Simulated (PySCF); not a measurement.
# How the numerical set-up moves the result for TeO⁺

Which parts of the numerical set-up matter for TeO⁺? Each run edits the base script.

Computed with PySCF 2.14.0. Level: each script names its method and basis.

4 further runs of the same task are left out: 1 for a known fault of the program, 3 that didn't finish.

### 1 Starting geometry

TeO⁺: 2 atoms, charge 1, spin multiplicity 2.

Bond lengths: Te1–O2 2.020 Å.

### 2 The run that the others are compared with

Contents of input.py:

```python
from pyscf import gto, scf, mp

mol = gto.M(
    atom='Te 0 0 0; O 0 0 2.02',
    basis='crenbl',
    ecp={'Te': 'crenbl', 'O': 'crenbl'},
    charge=1,
    spin=1,
    verbose=4,
)
mf = scf.UHF(mol)
mf = mf.newton()
mf.kernel()
mp.MP2(mf).kernel()
mf.dip_moment()
print('orbital energies (hartree):', [e[max(0, n-3):n+3].round(4) for e, n in zip(mf.mo_energy, mol.nelec)])
```

Started as:

```console
$ python input.py
```

The log of this run is left out.

It gives: E(SCF) = -109.562642 Eh, 7 macro-iterations, E(MP2) − E(SCF) = -0.46357 Eh, ⟨S²⟩ = 0.846.

The bond length is a typed value, not an optimised one. The dipole of an ion depends on the origin.

### 3 Core potential off

Edit 1 changes core potential: on → off. The core potential changes with it: totals don't compare.

Contents of input.py:

```python
from pyscf import gto, scf, mp

mol = gto.M(
    atom='Te 0 0 0; O 0 0 2.02',
    basis='crenbl',
    charge=1,
    spin=1,
    verbose=4,
)
mf = scf.UHF(mol)
mf = mf.newton()
mf.kernel()
mp.MP2(mf).kernel()
mf.dip_moment()
print('orbital energies (hartree):', [e[max(0, n-3):n+3].round(4) for e, n in zip(mf.mo_energy, mol.nelec)])
```

Started as:

```console
$ python input.py
```

### 4 Lanl2dz

Edit 2 changes basis set: crenbl → lanl2dz. The core potential changes with it: totals don't compare.

Changes to input.py since step 2:

```diff
@@ -4,4 +4,4 @@
     atom='Te 0 0 0; O 0 0 2.02',
-    basis='crenbl',
-    ecp={'Te': 'crenbl', 'O': 'crenbl'},
+    basis='lanl2dz',
+    ecp={'Te': 'lanl2dz'},
     charge=1,
```

### 5 Def2-svp

Edit 3 changes basis set: crenbl → def2-svp. The core potential changes with it: totals don't compare.

Changes to input.py since step 2:

```diff
@@ -4,4 +4,4 @@
     atom='Te 0 0 0; O 0 0 2.02',
-    basis='crenbl',
-    ecp={'Te': 'crenbl', 'O': 'crenbl'},
+    basis='def2-svp',
+    ecp={'Te': 'def2-svp'},
     charge=1,
```

### 6 Ano-rcc-vdzp (core potential off, X2C on)

Edit 4 changes basis set: crenbl → ano-rcc-vdzp; core potential: on → off; spin-free X2C: off → on. The core potential changes with it: totals don't compare.

Changes to input.py since step 2:

```diff
@@ -4,4 +4,3 @@
     atom='Te 0 0 0; O 0 0 2.02',
-    basis='crenbl',
-    ecp={'Te': 'crenbl', 'O': 'crenbl'},
+    basis='ano-rcc-vdzp',
     charge=1,
@@ -11,2 +10,3 @@
 mf = scf.UHF(mol)
+mf = mf.sfx2c1e()
 mf = mf.newton()
```

Q: Predict the outcome of this session. Wanted: for each run, E(SCF); from base; gap, α spin; after the SCF.

**Answer**, as computed:

```
                                      run  E(SCF) (hartree)  from base (eV)    cycles  gap, α spin (eV)  functions               after the SCF
                                     base       -109.562642               0   7 macro              8.54         48  MP2 correlation -12.614 eV
         core potential off (poor choice)      -1577.877863  not comparable  13 macro              6.41         48   MP2 correlation -3.887 eV
                                  lanl2dz        -82.346418  not comparable   6 macro             13.87         17   MP2 correlation -2.456 eV
                                 def2-svp       -341.404366  not comparable   9 macro              9.90         40   MP2 correlation -6.487 eV
ano-rcc-vdzp (core potential off, X2C on)      -6865.414877  not comparable   7 macro             13.35         57  MP2 correlation -16.643 eV
```

In words: The dearest run is “ano-rcc-vdzp (core potential off, X2C on)”, at 8.3 s against 1.7 s. Rows marked «poor choice» come from settings spoiled on purpose.
